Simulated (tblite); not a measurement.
# InNH2F2 (SMILES [NH2][In]([F])[F]): GFN2-xTB

We compute energy and forces of InNH2F2. 

The calculation is run with tblite 0.8.0.

17 further runs of the same task are left out: 17 set aside as unsound or not needed.

## Step 1: The system as given

InNH2F2 has 6 atoms, charge 0, and is taken as a singlet. As SMILES, `[NH2][In]([F])[F]`. The coordinates come from a PBE0-D4/def2-TZVP relaxation.

Bond lengths: N1–In2 1.998 Å, In2–F3 1.935 Å, In2–F4 1.935 Å, N1–H5 1.011 Å, N1–H6 1.011 Å. Angles: N1–In2–F3 124.1°, N1–In2–F4 124.1°, F3–In2–F4 111.4°, In2–N1–H5 114.2°, In2–N1–H6 114.2°, H5–N1–H6 109.1°.

## Step 2: Energy and forces at GFN2-xTB

File job.py:

```python
# GFN2-xTB energy and gradient
import json
import numpy as np
from tblite.interface import Calculator

symbols = ["N", "In", "F", "F", "H", "H"]
numbers = np.array([7, 49, 9, 9, 1, 1])
positions = np.array([  # bohr
    [-0.491140, 2.182823, -0.530257],
    [0.512872, -1.409169, 0.054991],
    [3.520371, -2.428109, 1.868939],
    [-1.166717, -4.281552, -1.461703],
    [0.059904, 3.385066, 0.849243],
    [-2.355733, 2.429999, -0.868329],
])

xtb = Calculator("GFN2-xTB", numbers, positions, charge=0, uhf=0)
xtb.set("verbosity", 0)
xtb.set("accuracy", 0.1)
res = xtb.singlepoint()

print(f"E(total): {res.get('energy') * 27.211386:.8f} eV")
eps = np.atleast_2d(res.get("orbital-energies")) * 27.211386
occ = np.atleast_2d(res.get("orbital-occupations"))
filled = occ.sum(axis=0) if eps.shape[0] == 1 else occ[0]
homo = np.nonzero(filled > 0.5)[0].max()
print(f"HOMO {eps[0, homo]:.4f} eV")
if homo + 1 < eps.shape[1]:
    print(f"LUMO {eps[0, homo + 1]:.4f} eV, gap {eps[0, homo + 1] - eps[0, homo]:.4f} eV")
mu = res.get("dipole") * 2.541746
print(f"Dipole moment: {np.linalg.norm(mu):.4f} D, components " + " ".join(f"{c:.4f}" for c in mu))
q = res.get("charges")
g = res.get("gradient")
print("atom     charge      dE/dx        dE/dy        dE/dz   (Eh/bohr)")
for i, s in enumerate(symbols):
    print(f"{s:<2}{i + 1:<3} {q[i]:9.4f} {g[i, 0]:12.7f} {g[i, 1]:12.7f} {g[i, 2]:12.7f}")
print(f"gradient norm {np.linalg.norm(g):.6f} Eh/bohr")
out = {k: np.asarray(res.get(k)).tolist() for k in ("energy", "gradient", "charges", "dipole", "orbital-energies", "orbital-occupations")}
out.update(symbols=symbols, positions=(positions * 0.529177210903).tolist())
json.dump(out, open("results.json", "w"))
```

The run is started by

```
$ python job.py
```

**Question.** What will come out? Wanted: total energy; dipole moment; HOMO energy; LUMO energy; HOMO–LUMO gap; largest force on an atom.

Answer, from the run:

At GFN2-xTB:

| quantity | value |
| --- | --- |
| total energy | -14.67408 Eh |
| dipole moment | 4.97 D |
| HOMO energy | -12.37 eV |
| LUMO energy | -9.84 eV |
| HOMO–LUMO gap | 2.54 eV |
| largest force on an atom | 0.627 eV/Å |

In words: Mulliken charges run from -0.33 on N1 to +0.44 on In2. The largest force is 0.63 eV/Å: the shape isn't a stationary point for this species at this level.
